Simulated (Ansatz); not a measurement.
# ZrB2: the cost of one run

Method: DFT r²SCAN, scalar-relativistic, plane waves, PAW, in Ansatz 0.2.0.

2 further runs of the same task are left out: 2 set aside as unsound or not needed.

### Step 1. The structure to begin with

It takes space group P6/mmm (No. 191, hexagonal). The conventional cell has a = 3.193 Å, b = 3.193 Å, c = 3.458 Å, α = 90.00°, β = 90.00°, γ = 120.00°. Around Zr (site symmetry 6/mmm) lie 12 B at 2.53 Å. B (site symmetry -6m2) is surrounded by 3 B at 1.84 Å and 6 Zr at 2.53 Å.

As a file:

```xyz
3
Lattice="3.1934 0.0000 0.0000 -1.5967 2.7656 0.0000 0.0000 0.0000 3.4577" Properties=species:S:1:pos:R:3 pbc="T T T"
Zr    0.0000    0.0000    0.0000
B     0.0000    1.8437    1.7288
B     1.5967    0.9219    1.7288
```

The cell is the measured one, not relaxed. At r²SCAN, an earlier run found 2.14 GPa for this cell of 10.179 Å³/atom (12×12×10 mesh), metallic.

### Step 2. Bands on a fine mesh, Fermi surface

Input file input.yaml:

```yaml
crystal:
  lattice:
    - [3.193396267, 0.0, 0.0]
    - [-1.5966981335, 2.7655622915, 0.0]
    - [0.0, 0.0, 3.4576883307]
  atoms:
    - { symbol: Zr, position: [0.0, 0.0, 0.0] }
    - { symbol: B, position: [0.3333333333, 0.6666666667, 0.5] }
    - { symbol: B, position: [0.6666666667, 0.3333333333, 0.5] }
basis:
  ecutwfc: 500
  ecutrho_ratio: 4
kpoints:
  mp_grid: { grid: [12, 12, 10] }
hamiltonian:
  xc: r2scan
scf:
  occupations: { method: gaussian, width: 0.05 }
output:
  forces: true
  stress: true
  eigenvalues: true
  eigenstates:
    nscf_kmesh: { grid: [22, 22, 18] }
    de_dk: true
    e_range: [-2.5, 2.5]
  write_density: true
  write_potential: true
  elf: true
  volumetric_format: npy
```

Launch:

```bash
> ansatz run input.yaml --threads 4 --pin off --max-ram 9216MiB --backend cpu --events-out ev --progress --plain --runs-dir out
```

Q: Estimate wall time and peak memory on 4 threads of AMD EPYC (Zen 3), shared host.

About 11 s, with a peak of 0.55 GiB.
